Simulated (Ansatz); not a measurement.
## TaWC2: single point with PBEsol

The system is TaWC2.

```
W Ta C
1.0
     1.57186    0.90751    5.10162
    -1.57186    0.90751    5.10162
     0.00000   -1.81502    5.10162
W Ta C
1 1 2
Direct
  0.00000 0.00000 0.00000
  0.50000 0.50000 0.50000
  0.25093 0.25093 0.25093
  0.74907 0.74907 0.74907
```

The cell comes from a database or a generator and needn't be the stable form of this composition.

```yaml
Program: Ansatz 0.2.0
Task: single point
Functional: PBEsol
Potentials_or_basis: Ansatz PAW earlier set
Cutoff: "820 eV (not typed: the program's choice for these potentials)"
k_mesh: 10 × 10 × 10
Occupations: fermi-dirac, width 0.05 eV
Spin: no spin polarisation
```

```json
{
 "Pressure": "-10.8 GPa",
 "Largest force": "0.076 eV/Å",
 "Band gap on the k mesh": "none (metal or under the smearing width)"
}
```

Forces on the atoms (eV/Å):
```
W    0.000  0.000  0.000
Ta   0.000  0.000  0.000
C    0.000  0.000  0.076
C    0.000  0.000 -0.076
```

Stress tensor (GPa, compression positive):
```
-10.81   0.00   0.00
  0.00 -10.81   0.00
  0.00   0.00 -10.70
```

Levels at points of the mesh, in eV from the Fermi level:
```tsv
k point	band 28	band 29	band 30	band 31	band 32	band 33	band 34	band 35	band 36	band 37
(0.00, 0.00, 0.00)	-2.18	-2.18	-2.05	-0.77	-0.77	-0.71	-0.23	-0.23	1.93	1.93
(0.00, 0.00, -0.50)	-5.46	-4.80	-4.42	-1.27	-0.73	1.45	2.14	3.12	3.62	5.04
(0.00, -0.50, -0.50)	-5.14	-5.09	-2.15	-2.08	1.21	1.64	1.80	2.54	3.46	3.61
(-0.50, -0.50, -0.50)	-4.97	-4.33	-4.33	-0.96	-0.96	0.19	0.19	0.24	0.71	4.86
```

Wall time 20 s on 2 threads of Arm Neoverse V1 (shared host), peak memory 0.64 GiB.

Caveat: the PAW data sets come from PBE, with cores solved anew for the run's functional, which leaves a small shift of forces and pressure. Spin-orbit coupling is left out, which matters for the levels of Ta, W.
